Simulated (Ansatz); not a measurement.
# RbNa: the cost of one run

Program: Ansatz 0.2.0. Level of theory: DFT PBE, scalar-relativistic, plane waves, PAW. These are calculated values, not measurements.

1 further run of the same task is left out (it didn't finish).

## Step 1: The structure to begin with

Symmetry: Pm-3m, No. 221, cubic system. The conventional cell has a = 3.988 Å, b = 3.988 Å, c = 3.988 Å, α = 90.00°, β = 90.00°, γ = 90.00°. Rb (site symmetry m-3m) is surrounded by 8 Na at 3.45 Å. Na (site symmetry m-3m) is surrounded by 8 Rb at 3.45 Å.

Coordinates:

```xyz
2
Lattice="3.9877 0.0000 0.0000 0.0000 3.9877 0.0000 0.0000 0.0000 3.9877" Properties=species:S:1:pos:R:3 pbc="T T T"
Rb    0.0000    0.0000    0.0000
Na    1.9939    1.9939    1.9939
```

This is candidate A: caesium chloride type (Pm-3m, No. 221).

(A quick probe on a coarse mesh, which set the mesh and smearing, is not shown.)

## Step 3: Rough relaxation on the coarse mesh (candidate A)

Contents of input.yaml:

```yaml
crystal:
  lattice:
    - [3.9877225604, 0.0, 0.0]
    - [0.0, 3.9877225604, 0.0]
    - [0.0, 0.0, 3.9877225604]
  atoms:
    - { symbol: Rb, position: [0.0, 0.0, 0.0] }
    - { symbol: Na, position: [0.5, 0.5, 0.5] }
basis:
  ecutwfc: 420
kpoints:
  mp_grid: { grid: [4, 4, 4] }
hamiltonian:
  xc: pbe
scf:
  occupations: { method: gaussian, width: 0.1 }
  lower_state_search: "off"
output:
  forces: true
  stress: true
  eigenvalues: true
relax:
  adjacent_minimum: "off"
  f_tol: 0.04
  max_steps: 70
  cell: { stress_tol: 0.4 }
```

The run is started by

```bash
$ ansatz run input.yaml --threads 1 --pin off --max-ram 2560MiB --backend cpu --events-out ev --progress --plain --runs-dir out
```

**Question.** How long does this run take on 1 thread of Intel Xeon 6975P-C (Granite Rapids), shared host, and how much memory does it need?

About 4.6 s, with a peak of 0.37 GiB.
